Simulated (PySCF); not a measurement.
# C₂H₁₀AlBO: electronic excitations and core binding energies

Aim: predict the electronic excitations and core binding energies of C₂H₁₀AlBO (`BC[O+](C)[AlH3-]`).

The runs use PySCF 2.14.0, with density-fitted response routines of our own; the level of theory stands in each step. All values are computed, except where a source is named. Atoms count from 0, in the outputs and in this text.

**1. The starting structure**

15 atoms, charge 0, multiplicity 1; geometry from: GFN2-xTB.

Bonds of the start (Å): B0–C1 1.56, C1–O2 1.43, O2–C3 1.41, O2–Al4 1.86, B0–H5 1.17, B0–H6 1.17, C1–H7 1.10, C1–H8 1.10, C3–H9 1.09, C3–H10 1.10, C3–H11 1.09, Al4–H12 1.57, Al4–H13 1.58, Al4–H14 1.58.

**2. Ultraviolet spectrum: CAM-B3LYP/def2-SVPD**

The job: settings as JSON, then the geometry in Å.

```
{"job": {"kind": "uv", "xc": "CAM-B3LYP", "basis": "def2-SVPD", "nstates": 8, "ntriplets": 3}, "charge": 0, "multiplicity": 1}
B     -1.789840    -0.415902    -0.911517
C     -0.435870    -0.924804    -0.315200
O      0.377711     0.046038     0.350136
C     -0.083692     0.420835     1.624497
Al     1.732670     0.667006    -0.766971
H     -2.111809     0.698901    -0.800372
H     -2.466205    -1.188059    -1.464671
H      0.183088    -1.237269    -1.171875
H     -0.518788    -1.814278     0.323868
H      0.598623     1.188738     1.986462
H     -0.069661    -0.436437     2.305665
H     -1.098873     0.822576     1.569669
H      2.377718     1.668302     0.262977
H      0.860165     1.233405    -1.959196
H      2.440349    -0.721061    -1.055384
```

Level: TDDFT CAM-B3LYP/def2-SVPD, vertical, gas phase, core orbitals frozen in the response.

Launch:

```bash
$ OMP_NUM_THREADS=1 python probes_run.py task.json out
```

This one command runs all jobs of the session in turn.

**Question.** This job is followed by: delta-SCF UKS SCAN, pcX-2 on the ionised atom, pcseg-1 elsewhere, spin-free X2C. What will the session give for the following? lowest singlet (CAM-B3LYP/def2-SVPD); brightest single state of those computed; lowest triplet; surface potential, 1st and 99th percentile; C1s binding energies, SCAN/pcX-2; O1s binding energies, SCAN/pcX-2; Al1s binding energies, SCAN/pcX-2; Al2p binding energies, SCAN/pcX-2.

**Answer**, as computed:

| quantity | value |
| --- | --- |
| lowest singlet (CAM-B3LYP/def2-SVPD) | 5.11 eV (243 nm), f = 0.026 |
| brightest single state of those computed | state 7, 7.23 eV, f = 0.075 |
| lowest triplet | 4.93 eV |
| surface potential, 1st and 99th percentile | -1.21 V and 1.94 V |
| C1s binding energies, SCAN/pcX-2 | C3 293.33, C1 292.69 eV |
| O1s binding energies, SCAN/pcX-2 | O2 540.36 eV |
| Al1s binding energies, SCAN/pcX-2 | Al4 1565.40 eV |
| Al2p binding energies, SCAN/pcX-2 | Al4 79.08 eV |

What this shows: The lowest singlet, at 5.11 eV, is HOMO→LUMO 0.81, HOMO−1→LUMO 0.10 and is weak; of the 8 states computed, the strongest absorption comes from state 7 at 7.23 eV (the last state computed is bright too, and its partners may lie past the list). The lowest triplet lies 0.19 eV below the lowest singlet (triplets in Tamm-Dancoff, singlets in full TDDFT). At CAM-B3LYP/def2-SVPD, counted by nearest atom on the grid, the HOMO lies on H13, H14 about 41 % each; Al4 8 %, the LUMO on B0 49 %; H5, H6 about 16 % each. C3 (methyl carbon bonded to O) binds its C1s electron 0.63 eV more tightly than C1 (sp3 CH2 bonded to B and O).
